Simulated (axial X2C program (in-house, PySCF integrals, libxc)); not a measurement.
# RuO: bond curves with and without spin–orbit coupling, part 2 of 2

Computed with an in-house X2C program for linear molecules on PySCF integrals; all-electron X2C, Ru dyall-cv3z, O dyall-av3z. Earlier steps stand in the parts before.

### 9 PBE0, 2c

State followed: Ω = 4 (excess of +ω over −ω: ω = 3/2, ω = 5/2). The scan is laid around 1.698 Å, a first estimate of the minimum, and this SCF restarts from the orbitals of the search.

The SCF at the reference distance of 1.698 Å:

```text
two-component X2C + atomic mean field  PBE0
basis functions 204  fitting functions 954  grid points 5075
iter        total energy     max residual
   1      -4601.204912535     8.48e+00
   2      -4603.445645538     3.20e-02
   3      -4603.387303127     8.26e-02
   4      -4603.448884561     3.15e-02
   5      -4603.462673834     1.31e-03
   6      -4603.462705894     9.88e-04
   7      -4603.462718804     2.27e-04
   8      -4603.462720213     9.74e-05
   9      -4603.462720628     1.58e-05
  10      -4603.462720649     6.32e-06
  11      -4603.462720651     2.53e-06
  12      -4603.462720652     1.91e-06
converged
one-electron -6562.56159442  Coulomb 1994.53325527  exact exchange -35.12172082  xc functional -107.76975502  nuclear repulsion 109.69986940  atomic mean-field constant -2.24277506
```

Along the bond, energies from the lowest point:

| R (Å) | E (eV) | μ (D) | HOMO (eV) | LUMO (eV) | iterations |
| --- | --- | --- | --- | --- | --- |
| 1.477 | 1.5184 | -1.89 | -6.10 | -2.88 | 16 |
| 1.545 | 0.6227 | -2.52 | -6.20 | -2.81 | 15 |
| 1.596 | 0.2417 | -2.97 | -6.27 | -2.77 | 15 |
| 1.647 | 0.0485 | -3.39 | -6.35 | -2.78 | 15 |
| 1.698 | 0.0000 | -3.79 | -6.42 | -2.81 | 12 |
| 1.757 | 0.0791 | -4.22 | -6.51 | -2.84 | 15 |
| 1.817 | 0.2635 | -4.62 | -6.51 | -2.86 | 16 |
| 1.893 | 0.6015 | -5.05 | -6.46 | -2.93 | 17 |
| 1.987 | 1.1012 | -5.46 | -6.40 | -3.11 | 20 |
| 2.123 | 1.8674 | -5.74 | -6.25 | -3.24 | 22 |

Dipoles are positive if O is the positive end.

Outer spinors at the reference distance:

| ω | occupied | ε (eV) | atomic character | λ mixture |
| --- | --- | --- | --- | --- |
| 1/2 | yes | -25.86 | 71% O s, 12% Ru d, 7% Ru p | 100% σ |
| -1/2 | yes | -24.48 | 69% O s, 12% Ru d, 8% Ru p | 100% σ |
| -1/2 | yes | -11.38 | 48% Ru d, 48% O p | 99% π, 1% σ |
| 1/2 | yes | -11.36 | 54% O p, 38% Ru d, 5% O s | 100% σ |
| 3/2 | yes | -11.31 | 49% O p, 47% Ru d | 100% π |
| -1/2 | yes | -10.27 | 63% O p, 28% Ru d, 5% O s | 99% σ, 1% π |
| 1/2 | yes | -9.08 | 57% O p, 37% Ru d, 2% Ru f | 100% π |
| -3/2 | yes | -9.02 | 55% O p, 39% Ru d, 2% Ru f | 94% π, 6% δ |
| -3/2 | yes | -8.64 | 94% Ru d, 4% O p | 94% δ, 6% π |
| 5/2 | yes | -8.40 | 99% Ru d | 100% δ |
| -1/2 | yes | -6.93 | 47% Ru d, 38% O p, 8% Ru p | 100% π |
| 3/2 | yes | -6.86 | 55% Ru d, 32% O p, 6% Ru p | 85% π, 15% δ |
| 3/2 | yes | -6.57 | 92% Ru d, 5% O p | 85% δ, 15% π |
| 1/2 | yes | -6.42 | 46% Ru s, 24% O p, 23% Ru d | 100% σ |
| -1/2 | no | -2.81 | 55% Ru s, 21% Ru d, 15% O p | 100% σ |
| -5/2 | no | -2.69 | 98% Ru d | 100% δ |
| 1/2 | no | -2.36 | 35% Ru p, 25% Ru d, 20% Ru s | 87% σ, 13% π |
| 1/2 | no | -2.06 | 51% Ru d, 24% O p, 17% Ru p | 87% π, 13% σ |

PBE0 fields in the half plane through the axis: z from -2.4 to 3.9 Å across, distance from the axis 0.15 to 2.25 Å upwards; Ru lies at z = 0 and O at z = 1.698 Å; the ELF is damped to zero where the density is low.

log10 density (e/bohr³). Ten even steps from '0' (-5.28 ) to '9' (1.72 ):
```
1122233333322222211000
1222333333333332221100
1223344444443333322110
2233444555444444333211
2233455555555555443221
2234456666655665543321
2234456777666776554321
2234567898767787654322
```

ELF. Ten even steps from '0' (0.00 ) to '9' (0.87 ):
```
0000123321100000000000
0002344332100000000000
0012344432111111100000
0012344332112333210000
0001234443224676531000
0000135676326899752000
0000037858638999963100
0000038272748119974100
```

Re = 1.693 Å, ωe = 921 cm⁻¹, ωexe = 4.25 cm⁻¹, Be = 0.4255 cm⁻¹, De = 4.73 eV, μ = -3.75 D.

### 10 HF, 2c

The SCF at the reference distance of 1.698 Å:

```text
two-component X2C + atomic mean field  HF
basis functions 204  fitting functions 954  grid points 5075
iter        total energy     max residual
   1      -4601.058128085     2.97e-01
   2      -4601.088419759     1.61e-02
   3      -4601.087824640     2.01e-02
   4      -4601.094365596     4.04e-03
   5      -4601.094947337     2.58e-03
   6      -4601.095162702     2.26e-03
   7      -4601.095340368     1.53e-03
   8      -4601.095547762     1.25e-03
   9      -4601.095866432     7.34e-04
  10      -4601.095998671     6.73e-04
  11      -4601.096078790     6.76e-04
  12      -4601.096171623     7.71e-04
  13      -4601.096146068     7.58e-04
  14      -4601.096086030     7.37e-04
  15      -4601.095831842     7.91e-04
  16      -4601.095863602     9.83e-04
  17      -4601.096539946     1.22e-03
  18      -4601.097467937     2.41e-03
  19      -4601.097208950     1.64e-03
  20      -4601.096428862     1.11e-03
  21      -4601.095563573     2.28e-03
  22      -4601.095335256     2.67e-03
  23      -4601.058128085     4.46e-01
  24      -4601.088379814     1.77e-02
  25      -4601.090569607     1.27e-01
  26      -4601.094667597     1.51e-02
  27      -4601.095032885     3.52e-03
  28      -4601.095383268     1.25e-02
  29      -4601.095618275     8.55e-03
  30      -4601.095882318     1.95e-03
  31      -4601.096041385     3.53e-03
  32      -4601.096187781     4.38e-03
  33      -4601.096485021     4.54e-03
  34      -4601.096927726     7.23e-03
  35      -4601.097153495     7.60e-03
  36      -4601.098041980     6.30e-03
  37      -4601.099005787     9.70e-03
  38      -4601.099501817     7.70e-03
  39      -4601.099621679     1.12e-03
  40      -4601.099669518     4.74e-04
  41      -4601.099679812     3.92e-04
  42      -4601.099681620     1.87e-04
  43      -4601.099682258     7.27e-05
  44      -4601.099682448     7.55e-05
  45      -4601.099682680     7.44e-05
  46      -4601.099682851     6.83e-05
  47      -4601.099683075     5.46e-05
  48      -4601.099683353     7.82e-05
  49      -4601.099683716     7.77e-05
  50      -4601.099684033     4.83e-05
  51      -4601.099684193     2.50e-05
  52      -4601.099684239     1.51e-05
  53      -4601.099684254     8.97e-06
  54      -4601.099684262     6.09e-06
  55      -4601.099684265     3.06e-06
  56      -4601.099684265     2.14e-06
converged
one-electron -6559.86239410  Coulomb 1991.97010217  exact exchange -140.66448667  xc functional 0.00000000  nuclear repulsion 109.69986940  atomic mean-field constant -2.24277506
```

No constants are quoted: the solution changes its character somewhere along the scan, so the fit is set aside.

### 11 BP86, 2c

The SCF at the reference distance of 1.698 Å:

```text
two-component X2C + atomic mean field  BP86
basis functions 204  fitting functions 954  grid points 5075
iter        total energy     max residual
   1      -4604.444948227     1.32e-01
   2      -4604.441081471     2.51e-02
   3      -4604.257489451     1.01e-01
   4      -4604.449529556     8.34e-03
   5      -4604.450550920     2.08e-03
   6      -4604.450622149     1.30e-03
   7      -4604.450641500     5.28e-04
   8      -4604.450645275     1.02e-04
   9      -4604.450645397     2.73e-05
  10      -4604.450645405     5.83e-06
  11      -4604.450645406     8.06e-07
converged
one-electron -6562.42306836  Coulomb 1994.37152387  exact exchange 0.00000000  xc functional -143.85619525  nuclear repulsion 109.69986940  atomic mean-field constant -2.24277506
```

Re = 1.717 Å, ωe = 876 cm⁻¹, ωexe = 4.2 cm⁻¹, Be = 0.4138 cm⁻¹, De = 5.74 eV, μ = -3.24 D.

### 12 Correlated methods, 2c

Correlated methods: 14 electrons correlated (frozen shells, counted by type: Ru 4 s, 3 p, 1 d; O 1 s), 288 virtual spinors in MP2, 110 natural virtuals in coupled cluster.

Output of the correlated part at 1.698 Å:

```text
correlated 14  virtual 288  natural virtual 110  E(MP2) -0.457752293  MP2 remainder -0.019383523
iter   CCSD correlation   residual
   1     -0.416678445   2.22e-01
   2     -0.436587105   1.41e-01
   3     -0.454632245   7.87e-02
   4     -0.461345887   4.44e-02
   5     -0.464122155   2.32e-02
   6     -0.465822562   8.78e-03
   7     -0.465721923   4.32e-03
   8     -0.465945370   2.24e-03
   9     -0.465867339   1.28e-03
  10     -0.465922346   7.61e-04
  11     -0.465897845   4.41e-04
  12     -0.465907697   2.72e-04
  13     -0.465903172   1.53e-04
  14     -0.465901900   9.34e-05
  15     -0.465899502   5.42e-05
  16     -0.465897762   3.18e-05
  17     -0.465896103   1.79e-05
  18     -0.465895905   9.59e-06
  19     -0.465895603   5.85e-06
  20     -0.465895724   3.31e-06
  21     -0.465895672   1.81e-06
  22     -0.465895708   1.01e-06
  23     -0.465895714   6.55e-07
(T) -0.026599729  T1 0.1271  D1 0.3439  max T2 0.082
```

MP2: No constants are quoted: the reference changes its character somewhere along the scan, so the fit is set aside.

CCSD: No constants are quoted: the reference changes its character somewhere along the scan, so the fit is set aside.

CCSD(T): No constants are quoted: the reference changes its character somewhere along the scan, so the fit is set aside.

### 13 A higher determinant, 2c

State: Ω = 1 (excess of +ω over −ω: ω = -1/2, ω = 3/2).

Output at the reference distance:

```text
two-component X2C + atomic mean field  PBE0
basis functions 204  fitting functions 954  grid points 5075
iter        total energy     max residual
   1      -4601.248894769     8.27e+00
   2      -4603.421066010     2.89e-02
   3      -4603.385329404     6.58e-02
   4      -4603.425296813     2.47e-02
   5      -4603.435250916     7.53e-04
   6      -4603.435254350     6.24e-04
   7      -4603.435260223     4.50e-05
   8      -4603.435260301     2.13e-05
   9      -4603.435260332     1.02e-05
  10      -4603.435260345     7.77e-06
  11      -4603.435260354     5.36e-06
  12      -4603.435260359     2.88e-06
  13      -4603.435260361     1.39e-06
converged
one-electron -6565.33642730  Coulomb 1997.39219468  exact exchange -35.12878030  xc functional -107.81934178  nuclear repulsion 109.69986940  atomic mean-field constant -2.24277506
```

| R (Å) | E above the lowest PBE0 point (eV) |
| --- | --- |
| 1.477 | n/a |
| 1.545 | 1.199 |
| 1.596 | 0.878 |
| 1.647 | 0.741 |
| 1.698 | 0.747 |
| 1.757 | 0.892 |
| 1.817 | 1.144 |
| 1.893 | 1.573 |
| 1.987 | 2.188 |

Re = 1.669 Å, ωe = 983 cm⁻¹, ωexe = 3.77 cm⁻¹, Be = 0.4375 cm⁻¹, μ = -4.17 D. Te = 0.73 eV.

### 14 The 2c curves together

Energy (eV) of the followed determinant, 2c, from each level's lowest point:

| R (Å) | PBE0 | HF (jumps) | MP2 (its reference jumps) | CCSD (its reference jumps) | CCSD(T) (its reference jumps) | BP86 |
| --- | --- | --- | --- | --- | --- | --- |
| 1.477 | 1.518 | 1.717 | 1.389 | n/a | n/a | 1.769 |
| 1.545 | 0.623 | 0.881 | 0.451 | 0.591 | 0.644 | 0.789 |
| 1.596 | 0.242 | 0.540 | 0.062 | 0.195 | 0.218 | 0.349 |
| 1.647 | 0.049 | 0.377 | 0.000 | 0.000 | 0.000 | 0.101 |
| 1.698 | 0.000 | 0.259 | 1.280 | 0.054 | 0.073 | 0.000 |
| 1.757 | 0.079 | 0.130 | 1.863 | 0.198 | 0.207 | 0.023 |
| 1.817 | 0.263 | 0.046 | 2.216 | 0.444 | 0.447 | 0.156 |
| 1.893 | 0.601 | 0.000 | 2.546 | 0.860 | 0.886 | 0.435 |
| 1.987 | 1.101 | 0.011 | 2.893 | n/a | n/a | 0.873 |
| 2.123 | 1.867 | 0.101 | 3.292 | n/a | n/a | 1.584 |

The whole job took 6.4 min on 1 thread of Arm Neoverse V1, shared host; peak memory 1.3 GiB.

### 15 What came out

What follows sums up all 2 parts.

Lowest determinant that the search found at its distance, spin-free: M_S = 2, Λ = 2 (beyond closed shells: σα, π+α, π-α, δ+α, δ+β, δ-α).

Lowest determinant that the search found at its distance, 2c: Ω = 4 (excess of +ω over −ω: ω = 3/2, ω = 5/2).

```tsv
Hamiltonian	level	Re (Å)	ωe (cm⁻¹)	De (eV)	μ (D)
spin-free	PBE0	1.693	922	4.72	-3.75
spin-free	BP86	1.716	876	5.66	-3.24
2c	PBE0	1.693	921	4.73	-3.75
2c	BP86	1.717	876	5.74	-3.24
```

Dipoles are positive if O is the positive end. No constants: spin-free HF (the solution changes its character somewhere along the scan, so the fit is set aside); spin-free MP2 (the reference changes its character somewhere along the scan, so the fit is set aside); spin-free CCSD (the reference changes its character somewhere along the scan, so the fit is set aside); spin-free CCSD(T) (the reference changes its character somewhere along the scan, so the fit is set aside); 2c HF (the solution changes its character somewhere along the scan, so the fit is set aside); 2c MP2 (the reference changes its character somewhere along the scan, so the fit is set aside); 2c CCSD (the reference changes its character somewhere along the scan, so the fit is set aside); 2c CCSD(T) (the reference changes its character somewhere along the scan, so the fit is set aside).

Time per point (s) on 1 thread of Arm Neoverse V1, shared host (2c runs); the times are rough: PBE0 1.2, BP86 0.49.

**Reading.** At PBE0, going from spin-free to two-component changes Re by 0 mÅ, ωe by -0.1 %, which is small (part of it comes from the scalar share of the two-electron terms). De moves by 0.00 eV; both De rest on single-determinant atoms, which can miss part of an open shell's spin–orbit lowering.

De refers to Ru + O, each in the lowest determinant found, which need not be this curve's own limit. Each curve is one determinant whose occupation by symmetry is held fixed; it was picked as the lowest of a PBE0 search that is not exhaustive. Dissociation energies refer to the lowest single-determinant-based atoms at the same level and basis. Density functionals use the spin component along the axis (collinear). With several unpaired electrons one determinant need not be a pure state. At some level an empty orbital lies below a filled one.
